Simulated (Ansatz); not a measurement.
# GeSb2Te4 (R-3m) in Ansatz: band structure with LDA

Aim: the band structure of GeSb2Te4 with LDA.

Program: Ansatz 0.2.0. These are calculated values, not measurements. Logs are shortened: lines on timing, memory, paths and dates and some standing lists are left out, and cuts for length are marked.

**1. Starting point**

It takes space group R-3m (No. 166, trigonal). Conventional cell: a = 4.319 Å, b = 4.319 Å, c = 39.684 Å, α = 90.00°, β = 90.00°, γ = 120.00°. Around Te (site symmetry 3m) lie 3 Ge at 3.01 Å and 3 Te at 3.31 Å. Te (site symmetry 3m) is surrounded by 3 Sb at 3.03 Å and 3 Te at 3.31 Å. Sb (site symmetry 3m) has 3 Te at 3.03 Å and 3 Sb at 3.24 Å as nearest neighbours. Ge (site symmetry -3m) has 6 Te at 3.01 Å as nearest neighbours.

The cell is a database's computed one.

**2. Band structure, LDA**

input.yaml reads:

```yaml
crystal:
  lattice:
    - [2.1592890373, 1.246666107, 13.2280394098]
    - [-2.1592890373, 1.246666107, 13.2280394098]
    - [0.0, -2.4933322139, 13.2280394098]
  atoms:
    - { symbol: Te, position: [0.708972, 0.708972, 0.708972] }
    - { symbol: Te, position: [0.291028, 0.291028, 0.291028] }
    - { symbol: Te, position: [0.569683, 0.569683, 0.569683] }
    - { symbol: Te, position: [0.430317, 0.430317, 0.430317] }
    - { symbol: Sb, position: [0.859411, 0.859411, 0.859411] }
    - { symbol: Sb, position: [0.140589, 0.140589, 0.140589] }
    - { symbol: Ge, position: [0.0, 0.0, 0.0] }
hamiltonian:
  xc: lda
  pseudopotentials: { kind: paw }
kpoints:
  mp_grid: { grid: [7, 7, 7] }
  band_path:
    path:
      - [[0.0, 0.0, 0.0], [0.5, 0.0, 0.0], [0.5, 0.1725879806, -0.1725879806]]
      - [[0.8274120194, 0.5, 0.1725879806], [0.5, 0.5, 0.5], [0.0, 0.0, 0.0], [0.3362939903, 0.0, -0.3362939903]]
      - [[0.6637060097, 0.3362939903, 0.0], [0.5, 0.5, 0.0], [0.6637060097, 0.6637060097, 0.1725879806], [0.5, 0.5, 0.5]]
      - [[0.5, 0.0, 0.0], [0.8274120194, 0.3362939903, 0.3362939903]]
    npoints: 10
scf:
  occupations: { method: fermi_dirac, width: 0.05 }
  n_extra_bands: 17
output:
  forces: true
  stress: true
  eigenvalues: true
  fatbands: true
```

Potentials or basis: Ansatz PAW.

Run with:

```bash
$ ansatz run input.yaml --threads 4 --pin off --max-ram 11264MiB --backend cpu --events-out ev --progress --plain --runs-dir out
```

The log of the run:

```text
Warning: RAYON_NUM_THREADS=4 ignored (pool sized by the plan → 4); use --threads N
basis.fft_grid_basis auto: the FFT boxes are laid along the combinations [[1, 0, -1], [0, 1, -1], [0, 0, 1]] of the cell's own vectors, 4.319, 4.319 and 13.461 Å long. The dense box has 30×30×90 points. Along the cell's own vectors, as sized, it would have 90×90×90, 9.00 times as many. Of the 12 symmetry operations that the crystal satisfies within crystal.symmetry.tolerance (time reversal apart; of a slab, those that keep its plane) the dense box along the cell's own vectors carries 12, and the one as laid loses 8 of those. basis.fft_grid_basis: typed keeps the cell's own vectors: state it where this run's energies or levels are differenced outside the engine with another run's, or held beside a run that keeps those vectors.
scf.n_extra_bands = 17 over 54 filled bands (N_el = 108.0): the run solves 71 bands
Engine: ansatz 0.2.0, aarch64-unknown-linux-gnu
Pseudopotentials: kind: paw
Pseudopotential: Te, paw, valence charge 16, recommended cutoff 420 eV (normal), Te.paw.azcp
Pseudopotential: Sb, paw, valence charge 15, recommended cutoff 420 eV (normal), Sb.paw.azcp
Pseudopotential: Ge, paw, valence charge 14, recommended cutoff 420 eV (normal), Ge.paw.azcp
Functional definition: SPW92
  exchange = slater_x
  correlation = pw_c
Crystal: 7 atoms, lattice volume = 213.652 Å³
Basis set: ecut = 420 eV, 4191 PW (Γ), FFT grids on a1−a3, a2−a3, a3
Bands: 71, of which v1, the nominal top of the filled ones, is band 54 counted from 1 (53 counted from 0)
Symmetry: 12 space group operations
Space group: R-3m (ITA 166), of the structure as read, at distance tolerance 6.0e-5 Å
k-points: 44 of 343
Non-local potential: Te, projectors of the file, l = 0: 2, l = 1: 2, l = 2: 2, l = 3: 2
Non-local potential: Sb, projectors of the file, l = 0: 2, l = 1: 2, l = 2: 2, l = 3: 2
Non-local potential: Ge, projectors of the file, l = 0: 2, l = 1: 2, l = 2: 3, l = 3: 1
PAW form: soft (Blöchl's): semilocal exchange-correlation on the pseudo side does not see the compensation charge
PAW frozen core: Te, regenerated for the run's functional, and the local potential with it (the file was generated under x = pbe(κ = 0.804, μ = 0.2195149727645171), c = pbe(β = 0.06672455060314922))
PAW frozen core: Sb, regenerated for the run's functional, and the local potential with it (the file was generated under x = pbe(κ = 0.804, μ = 0.2195149727645171), c = pbe(β = 0.06672455060314922))
PAW frozen core: Ge, regenerated for the run's functional, and the local potential with it (the file was generated under x = pbe(κ = 0.804, μ = 0.2195149727645171), c = pbe(β = 0.06672455060314922))
PAW one-centre angular grid: Te, 590 points (default); XC on 64 Gauss nodes
PAW one-centre angular grid: Sb, 590 points (default); XC on 64 Gauss nodes
PAW one-centre angular grid: Ge, 590 points (default); XC on 64 Gauss nodes
Initial density: superposition of atomic densities (neutral atoms: chi_scale 0, normalization atom), corrected by the library's trained network
Initial wavefunctions: pseudopotential atomic-orbital guess
Functional: x = slater, c = lda
SCF iter   1: F=—  HF=-44196.054139 eV  |F-HF|=—  |Δ(HF+E_count)|=         —  Δρ=5.66e-3  dr2=1.49e-1  ethr=1.77e-3  ⟨swp⟩=6.6  Hψ=12660  notcnv=0  defer=193
preconditioner: auto → Kerker (q_TF=auto, 2.435 Å⁻¹)  [metal: Δε(μ)=0.071 eV  Ē_g=9.675 eV  σ=0.050 eV  W_gap=0.33  n_scr=58 (ndim 8)  ℏωp=15.7 eV  f_vac=0.009  D(μ)=1.48/eV (n_scr^D=4)]
SCF iter   2: F=—  HF=-44196.032222 eV  |F-HF|=—  |Δ(HF+E_count)|=   2.19e-2  Δρ=3.05e-3  dr2=4.89e-2  ethr=1.38e-4  ⟨swp⟩=1.6  Hψ=3861  notcnv=0  defer=269
SCF iter   3: F=—  HF=-44196.025287 eV  |F-HF|=—  |Δ(HF+E_count)|=   6.94e-3  Δρ=5.04e-4  dr2=3.29e-3  ethr=4.53e-5  ⟨swp⟩=1.2  Hψ=2831  notcnv=0  defer=269
SCF iter   4: F=—  HF=-44196.024820 eV  |F-HF|=—  |Δ(HF+E_count)|=   4.67e-4  Δρ=2.14e-4  dr2=4.98e-4  ethr=3.04e-6  ⟨swp⟩=2.0  Hψ=3878  notcnv=0  defer=269
SCF iter   5: F=—  HF=-44196.024729 eV  |F-HF|=—  |Δ(HF+E_count)|=   9.09e-5  Δρ=1.15e-4  dr2=1.27e-4  ethr=4.61e-7  ⟨swp⟩=2.0  Hψ=3667  notcnv=0  defer=269
SCF iter   6: F=—  HF=-44196.024718 eV  |F-HF|=—  |Δ(HF+E_count)|=   1.07e-5  Δρ=6.56e-5  dr2=4.30e-5  ethr=1.18e-7  ⟨swp⟩=2.0  Hψ=3679  notcnv=0  defer=269
SCF iter   7: F=—  HF=-44196.024619 eV  |F-HF|=—  |Δ(HF+E_count)|=   9.95e-5  Δρ=2.35e-5  dr2=3.26e-6  ethr=3.98e-8  ⟨swp⟩=2.0  Hψ=3510  notcnv=0  defer=269
SCF iter   8: F=—  HF=-44196.024618 eV  |F-HF|=—  |Δ(HF+E_count)|=   4.95e-7  Δρ=9.31e-6  dr2=3.42e-7  ethr=3.02e-9  ⟨swp⟩=2.0  Hψ=3887  notcnv=0  defer=269
SCF iter   9: F=-44196.024618 eV  HF=-44196.024618 eV  |F-HF|=6.44e-9  |Δ(HF+E_count)|=   9.59e-8  Δρ=2.90e-6  dr2=2.05e-8  ethr=9.26e-11  ⟨swp⟩=16.2  Hψ=17408  notcnv=0
SCF 1 converged in 9 iterations: F = -44196.024618 eV  dr2 = 2.05e-8
NSCF: frozen V_eff on 94 k-points
SCF converged after 9 iterations
Free energy (F): -44196.024618 eV
Harris-Foulkes:  -44196.024618 eV  (|F-HF|=6.44e-9)
Internal energy: -44196.008982 eV  (E = F + TS)
E sigma→0 (E₀):  -44196.016800 eV
Entropy (-TS):   -0.015637 eV (-2.234 meV/atom)
Fermi energy:    9.078779 eV
--- Per-component energies (eV) ---
  E_band       = -1539.930280
  E_kinetic    = 1249.287421
  E_local      = -10436.470394  (includes V_loc(G=0)·N_el)
  E_nonlocal   = -71.160945
  E_hartree    = 5610.169191
  E_xc         = -844.772074
  E_vxc        = -676.859713  (∫ρ·V_xc dr)
  E_paw        = -28827.451825  (= ΣΔE_a)
  E_vpaw       = -2825.063905  (= ΣTr[D̂ρ^β])
  E_aug_tail   = -0.000547  (compensation charges beyond the density's cutoff)
  E_ewald      = -10881.350427
  E_core_change = 5.740618  (= ΣΔE_core)
  E_smearing   = -0.015637  (= −TS)
  E_closure    = 0.000000  (closes the sum)
  Σ components = -44196.024618   (vs F -44196.024618, Δ=0.00e0)
--- Forces (eV/Å), atoms counted from 1 ---
  atom   1  Te     0.00000000    -0.00000000    -0.11521989
  atom   2  Te     0.00000000     0.00000000     0.11521989
  atom   3  Te     0.00000000    -0.00000000    -0.02309222
  atom   4  Te     0.00000000     0.00000000     0.02309222
  atom   5  Sb    -0.00000000     0.00000000     0.02879891
  atom   6  Sb     0.00000000    -0.00000000    -0.02879891
  atom   7  Ge     0.00000000     0.00000000    -0.00000000
  max |Σ_I F_I| component: 1.04e-17 eV/Å
--- Stress (GPa, compression-positive) ---
       -3.527868       0.000000      -0.000000
        0.000000      -3.527868      -0.000000
       -0.000000      -0.000000      -3.919179
  P = ⅓ Tr σ = -3.6583 GPa (-36.583 kbar)
--- Band table (eV; the first three rows and the last of 44) ---
  k-point 0: bands = ["-28.3756", "-28.3755", "-28.3723", "-28.3723", "-28.3723", "-28.3723", "-28.3668", "-28.3668", "-28.3668", "-28.3668", "-27.5055", "-27.5053", "-27.5010", "-27.5010", "-27.5001", "-27.5001", "-27.4834", "-27.4834", "-27.4834", "-27.4834", "-20.1782", "-20.1782", "-20.1472", "-20.1472", "-20.1465", "-20.1199", "-20.1199", "-20.1160", "-20.0989", "-20.0989", "-15.6373", "-15.6373", "-15.6326", "-15.6306", "-15.6306", "-4.2293", "-3.8565", "-2.9592", "-1.6825", "-0.6700", "1.9214", "2.5220", "6.6463", "6.8262", "6.8262", "6.8956", "6.8956", "6.9125", "7.8723", "7.8723", "8.0345", "8.0345", "8.1208", "8.9058", "9.1804", "9.1804", "9.7291", "10.2596", "10.2596", "10.4553", "11.3824", "11.5850", "11.5850", "13.6306", "13.8514", "14.4419", "14.4419", "14.8074", "14.8074", "15.5964", "16.0010"]
  k-point 1: bands = ["-28.3754", "-28.3754", "-28.3724", "-28.3724", "-28.3723", "-28.3723", "-28.3668", "-28.3668", "-28.3665", "-28.3665", "-27.5054", "-27.5052", "-27.5010", "-27.5010", "-27.5003", "-27.5001", "-27.4835", "-27.4834", "-27.4832", "-27.4831", "-20.1778", "-20.1756", "-20.1475", "-20.1453", "-20.1443", "-20.1208", "-20.1204", "-20.1170", "-20.1023", "-20.0989", "-15.6377", "-15.6371", "-15.6324", "-15.6307", "-15.6304", "-4.0571", "-3.7065", "-2.7972", "-1.6166", "-0.6147", "1.6588", "2.3061", "5.5877", "5.9434", "6.1100", "6.3752", "6.6054", "6.9067", "7.3109", "7.5213", "7.7140", "8.3625", "8.6222", "8.8954", "9.1264", "9.4412", "9.7825", "10.9218", "10.9484", "11.2364", "11.5168", "11.6154", "12.2203", "13.0422", "13.7781", "14.5982", "14.6448", "14.9448", "15.1139", "15.5632", "15.6699"]
  k-point 2: bands = ["-28.3751", "-28.3751", "-28.3725", "-28.3725", "-28.3724", "-28.3724", "-28.3667", "-28.3667", "-28.3659", "-28.3659", "-27.5051", "-27.5049", "-27.5013", "-27.5011", "-27.5006", "-27.5001", "-27.4835", "-27.4834", "-27.4826", "-27.4825", "-20.1769", "-20.1682", "-20.1483", "-20.1403", "-20.1384", "-20.1246", "-20.1234", "-20.1182", "-20.1105", "-20.0990", "-15.6387", "-15.6369", "-15.6320", "-15.6307", "-15.6298", "-3.5715", "-3.2914", "-2.3713", "-1.4960", "-0.6002", "0.9241", "1.7727", "4.2712", "4.7966", "5.5691", "5.7953", "6.0289", "6.0950", "6.6642", "7.2322", "7.5592", "7.8706", "7.9517", "8.1570", "9.6543", "10.0693", "10.4656", "11.1839", "11.1995", "11.9204", "12.0639", "12.3712", "12.6356", "13.3990", "13.4902", "14.6255", "15.2632", "15.4894", "15.7701", "16.5057", "16.9512"]
  k-point 43: bands = ["-28.3754", "-28.3754", "-28.3724", "-28.3724", "-28.3723", "-28.3723", "-28.3668", "-28.3668", "-28.3665", "-28.3665", "-27.5054", "-27.5052", "-27.5011", "-27.5010", "-27.5003", "-27.5001", "-27.4835", "-27.4834", "-27.4832", "-27.4831", "-20.1778", "-20.1756", "-20.1475", "-20.1453", "-20.1443", "-20.1208", "-20.1204", "-20.1170", "-20.1023", "-20.0989", "-15.6377", "-15.6371", "-15.6324", "-15.6307", "-15.6304", "-3.9811", "-3.8461", "-2.5453", "-1.9809", "-0.3137", "1.3575", "2.4887", "5.5741", "5.9302", "6.2039", "6.3370", "6.6793", "6.7892", "7.3301", "7.4704", "7.7869", "8.2839", "8.6089", "8.7694", "9.3683", "9.6089", "9.6994", "10.5493", "10.7315", "11.4813", "11.7170", "11.8767", "12.0234", "13.2924", "13.7946", "13.9737", "14.3939", "14.7059", "15.3410", "16.1896", "16.3631"]
```

Run time: 34 s. Hardware: 4 threads of Arm Neoverse V1, shared host; peak memory 1 GiB.

Results:

```
Free energy            : -44196.0246 eV
Pressure               : -3.7 GPa
Largest force          : 0.115 eV/Å
Band gap on the k mesh : none (metal or under the smearing width)
```

Forces in eV/Å, atoms in the order of the input:
```
Te   0.000  0.000 -0.115
Te   0.000  0.000  0.115
Te   0.000  0.000 -0.023
Te   0.000  0.000  0.023
Sb   0.000  0.000  0.029
Sb   0.000  0.000 -0.029
Ge   0.000  0.000  0.000
```

Stress tensor (GPa, compression positive):
```
-3.53  0.00  0.00
 0.00 -3.53  0.00
 0.00  0.00 -3.92
```

Levels at the corners of the path, in eV from the Fermi level:
```tsv
point	band 51	band 52	band 53	band 54	band 55	band 56	band 57	band 58
Γ	-1.04	-1.04	-0.96	-0.17	0.10	0.10	0.65	1.18
L	-1.59	-1.41	-1.40	-0.50	0.14	0.76	1.02	2.08
B1	-2.51	-1.19	-1.08	-0.24	0.37	1.00	1.33	3.08
B	-2.51	-1.19	-1.08	-0.24	0.37	1.00	1.33	3.08
Z	-1.14	-0.83	-0.83	-0.15	-0.15	0.18	0.21	1.56
Γ	-1.04	-1.04	-0.96	-0.17	0.10	0.10	0.65	1.18
X	-2.17	-1.57	-0.71	-0.48	0.64	0.70	1.53	2.81
Q	-2.17	-1.57	-0.71	-0.48	0.64	0.70	1.53	2.81
F	-2.42	-2.04	-0.76	-0.17	0.06	0.09	1.59	2.01
P1	-2.27	-1.57	-0.94	-0.51	0.24	0.43	1.16	2.04
Z	-1.14	-0.83	-0.83	-0.15	-0.15	0.18	0.21	1.56
L	-1.59	-1.41	-1.40	-0.50	0.14	0.76	1.02	2.08
P	-2.27	-1.57	-0.94	-0.51	0.24	0.43	1.16	2.04
```

Caveat: spin-orbit coupling is left out, which moves the levels of the heavy elements; the PAW data sets come from PBE, with cores solved anew for the run's functional, which leaves a small shift of forces and pressure.
